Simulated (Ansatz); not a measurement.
Crystal: NaLaMnMoO6.

```
Na La Mn Mo O
1.0
     4.97775   -2.88146    0.02055
     4.97775    2.88146    0.02055
    -3.06086    0.00000    4.59785
Na La Mn Mo O
1 1 1 1 6
Direct
  0.99482 0.99482 0.49994
  0.75307 0.75307 0.78825
  0.25016 0.25016 0.19811
  0.49867 0.49867 0.99722
  0.30338 0.30338 0.61396
  0.32902 0.82850 0.87649
  0.19558 0.63630 0.15354
  0.63630 0.19558 0.15354
  0.82850 0.32902 0.87649
  0.71050 0.71050 0.34246
```

The cell was built by a generator and needn't be a form met in nature.

Base run:

* Program: Ansatz 0.2.0
* Functional: BLYP
* Potentials or basis: Ansatz PAW
* Cutoff: 420 eV (not typed: the program's choice for these potentials)
* k mesh: 6 × 6 × 6
* Occupations: fermi-dirac, width 0.05 eV
* Spin: collinear spin, ferromagnetic start
* Starting moments: [0.0, 0.0, 4.0, 1.0, 0.0, 0.0, 0.0, 0.0, 0.0, 0.0] μB

Its results: band gap on the k mesh 0.82 eV, indirect (least direct gap 0.92 eV); pressure 4.5 GPa; net moment 5.00 μB per cell; site moments Na +0.00; La +0.01; Mn +3.90; Mo +0.09; O +0.03, +0.05 μB; largest force 0.275 eV/Å.

Q: The run is repeated on the same cell with these changes: functional from BLYP to HSE03; k mesh from 6 × 6 × 6 to 3 × 3 × 3. What comes out?

A: Band gap on the k mesh 2.43 eV, direct; pressure -4.5 GPa; net moment 5.00 μB per cell; site moments Na +0.00; La +0.00; Mn +4.11; Mo +0.05; O +0.01, +0.02, +0.03 μB; largest force 1.165 eV/Å.

Several settings changed at once, so the effect can't be laid on one alone.

Caveats: some runs use coarse meshes; spin-orbit coupling is left out, which moves the levels of the heavy elements; a cell with one magnetic atom can't hold antiferromagnetic order, which such compounds often take; the PAW data sets come from PBE, with cores solved anew for the run's functional, which leaves a small shift of forces and pressure; the magnetic or orbital state may not be the lowest (some runs); odd divisions of the mesh miss points on the zone boundary, where band edges often lie, so the gap on the mesh can be too wide (some runs); forces of over 1 eV/Å show positions far from the minimum, so gaps and moduli don't describe the material at rest (some runs); the thresholds are loose for stress (some runs).
